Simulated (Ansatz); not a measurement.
# LaHg: the cost of one run

Method: DFT LDA, scalar-relativistic, in Ansatz 0.2.0.

## Step 1: The structure to begin with

Symmetry: Pm-3m, No. 221, cubic system. Conventional cell: a = 3.837 Å, b = 3.837 Å, c = 3.837 Å, α = 90.00°, β = 90.00°, γ = 90.00°. La (site symmetry m-3m) has 8 Hg at 3.32 Å as nearest neighbours. Around Hg (site symmetry m-3m) lie 8 La at 3.32 Å.

Structure file:

```
CELL_PARAMETERS angstrom
3.83700 0.00000 0.00000
0.00000 3.83700 0.00000
0.00000 0.00000 3.83700
ATOMIC_POSITIONS crystal
La 0.50000 0.50000 0.50000
Hg 0.00000 0.00000 0.00000
```

Atoms are numbered in the order of the input: La1, Hg2.

## Step 2: The deformed structure

Space group Pm-3m before, R-3m after.

## Step 3: All-electron LAPW

input.yaml reads:

```yaml
crystal:
  lattice:
    - [3.837, -0.019185, -0.019185]
    - [-0.019185, 3.837, -0.019185]
    - [-0.019185, -0.019185, 3.837]
  atoms:
    - { symbol: La, position: [0.5, 0.5, 0.5] }
    - { symbol: Hg, position: [0.0, 0.0, 0.0] }
kpoints:
  mp_grid: { grid: [11, 11, 11] }
  band_path:
    path:
      - [0.0, 0.0, 0.0]
      - [0.5, 0.0, 0.0]
      - [0.5, -0.5, 0.5]
      - [0.4901240068, -0.5098759932, 0.4901240068]
      - [0.4901240068, 0.4901240068, 0.4901240068]
      - [0.0, 0.0, 0.0]
      - [0.5, -0.5, 0.0]
    npoints: 5
scf:
  occupations: { method: fermi_dirac, width: 0.08 }
hamiltonian:
  xc: lda
  pseudopotentials: { kind: all_electron, lapw: { basis_error: 0.001 } }
output:
  forces: true
  stress: true
  eigenvalues: true
```

The run is started by

```bash
$ ansatz run input.yaml --threads 1 --pin off --max-ram 3072MiB --backend cpu --events-out ev --progress --plain --runs-dir out
```

**Question.** How long does this run take on 1 thread of Intel Xeon Platinum 8488C (Sapphire Rapids), shared host, and how much memory does it need?

About 40 s, with a peak of 0.6 GiB.
